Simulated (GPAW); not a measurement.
## MgB: band structure with LDA

MgB:

```
Mg B
1.0
     2.89515    0.00000    0.00000
     0.00000    2.89515    0.00000
     0.00000    0.00000    2.89515
Mg B
1 1
Cartesian
  0.0000 0.0000 0.0000
  1.4476 1.4476 1.4476
```

The cell was built by a generator and needn't be a form met in nature.

```json
{"Program": "GPAW 26.7.0", "Task": "band structure", "Functional": "LDA", "Potentials or basis": "the program's PAW data sets (release 1.2.1) made for this functional, other valence", "Cutoff": "800 eV", "Basis": "pw", "k mesh": "9 × 9 × 9", "Occupations": "fermi-dirac, width 0.05 eV", "Spin": "no spin polarisation", "Maxiter": "150", "Band path": "GXMGRX,MR", "Band points": "80", "Data set": "Mg 2"}
```

```json
{"Pressure": "-3.4 GPa", "Band gap along the path": "none (metal or under the smearing width)"}
```

Levels at the corners of the path, in eV from the Fermi level:
```csv
point,band 1,band 2,band 3,band 4,band 5,band 6,band 7
Γ,-10.89,2.28,2.28,2.28,7.26,7.26,8.68
X,-7.75,-5.94,3.53,3.53,10.31,11.22,11.40
M,-4.80,-3.49,-3.49,1.46,4.74,12.42,12.42
Γ,-10.89,2.28,2.28,2.28,7.26,7.26,8.68
R,-1.77,-1.37,-1.37,-1.37,3.71,3.71,3.71
X,-7.75,-5.94,3.53,3.53,10.31,11.22,11.40
M,-4.80,-3.49,-3.49,1.46,4.74,12.42,12.42
R,-1.77,-1.37,-1.37,-1.37,3.71,3.71,3.71
```

Wall time 14 s on 1 thread of Arm Neoverse V2, with other jobs on the host, peak memory 0.2 GiB.
